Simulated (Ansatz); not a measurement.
# C2H6SeSi2: one species, many methods

The task here is to estimate one member of a computed series from the others.

The runs use Ansatz 0.2.0, Gaussian basis; functionals in def2-TZVPP, the program's frozen cores in correlated methods.

Plan: PBE-D4, r2SCAN-D4, PBE0-D4, B3LYP-D4, ωB97X-V, ωB97M-V, B2PLYP; CCSD(T)/def2-TZVPP; MP2/def2-QZVPP; extrapolation to the limit.

### The geometry

All runs share one geometry, relaxed beforehand with PBE0-D4 in a triple-zeta def2 set.

SMILES `C1=C[Se][SiH2][SiH2]1`, 11 atoms, charge 0, spin multiplicity 1.

Atoms are counted from 1 here; the program's logs count them from 0.

Bond lengths: C1–C2 1.334 Å, C1–Si5 1.857 Å, C1–H6 1.088 Å, C2–Se3 1.908 Å, C2–H7 1.087 Å, Se3–Si4 2.297 Å, Si4–Si5 2.339 Å, Si4–H8 1.486 Å, Si4–H9 1.486 Å, Si5–H10 1.489 Å, Si5–H11 1.489 Å. Angles: C2–C1–Si5 121.4°, C2–C1–H6 117.0°, Si5–C1–H6 121.6°, C1–C2–Se3 127.7°, C1–C2–H7 121.8°, Se3–C2–H7 110.4°, C2–Se3–Si4 95.6°, Se3–Si4–Si5 96.8°, Se3–Si4–H8 109.9°, Se3–Si4–H9 109.9°, Si5–Si4–H8 115.6°, Si5–Si4–H9 115.6°, H8–Si4–H9 108.5°, C1–Si5–Si4 98.5°, C1–Si5–H10 112.3°, C1–Si5–H11 112.3°, Si4–Si5–H10 113.0°, Si4–Si5–H11 113.0° and more.

Set-up of the first run:

Contents of in.yaml:

```yaml
crystal:
  periodic: [false, false, false]
  atoms:
    - {symbol: C, position_ang: [0.920685, 1.019215, -0.467601]}
    - {symbol: C, position_ang: [1.115400, 1.054725, 0.851274]}
    - {symbol: Se, position_ang: [0.267586, -0.012391, 2.185877]}
    - {symbol: Si, position_ang: [-1.043721, -1.201266, 0.721313]}
    - {symbol: Si, position_ang: [-0.290469, -0.161427, -1.234027]}
    - {symbol: H, position_ang: [1.502627, 1.711553, -1.072249]}
    - {symbol: H, position_ang: [1.822669, 1.742342, 1.308079]}
    - {symbol: H, position_ang: [-0.740459, -2.651190, 0.834815]}
    - {symbol: H, position_ang: [-2.478664, -0.994184, 1.045795]}
    - {symbol: H, position_ang: [-1.374353, 0.542285, -1.973054]}
    - {symbol: H, position_ang: [0.364095, -1.106662, -2.179722]}
basis:
  gaussian: {orbitals: def2-TZVPP}
hamiltonian: {xc: pbe, dispersion: d4}
output: {forces: true, orbitals: {seedname: orbitals}}
```

Run with:

```console
> ansatz run in.yaml --threads 4 --pin off --events-out ev --progress --plain --max-ram 10444MiB
```

Steps of the session up to this table: PBE-D4 (GGA); r2SCAN-D4 (meta-GGA); PBE0-D4 (hybrid); B3LYP-D4 (hybrid); ωB97X-V (range-separated); ωB97M-V (range-separated); B2PLYP (double hybrid); CCSD(T) in def2-TZVPP; MP2 in def2-QZVPP.

One table of the session follows, with a row left open; its other results are not shown here.

It belongs to the step «Atomisation energies». 

```
            method  atomisation energy (kJ/mol)
            PBE-D4                       3931.1
         r2SCAN-D4                       3889.7
           PBE0-D4                       3883.2
          B3LYP-D4                       3861.6
           ωB97X-V                       3890.8
           ωB97M-V                       3862.6
            B2PLYP                       3809.6
     HF/def2-TZVPP                       2830.3
    MP2/def2-TZVPP                       3807.5
   CCSD/def2-TZVPP                       3699.0
CCSD(T)/def2-TZVPP                       3765.7
           MP2/CBS                       3916.7
       CCSD(T)/CBS                            ?
```

Estimate the missing values for CCSD(T)/CBS.

As computed: atomisation energy (kJ/mol): 3875.0. In the column «atomisation energy (kJ/mol)» it lies between ωB97M-V (3862.6) and PBE0-D4 (3883.2).

Caveats from the session: Free atoms (2 C, 1 Se, 2 Si, 6 H) were run apart at each level; the atomisation energy is their sum less the molecule, without zero-point or spin-orbit terms.
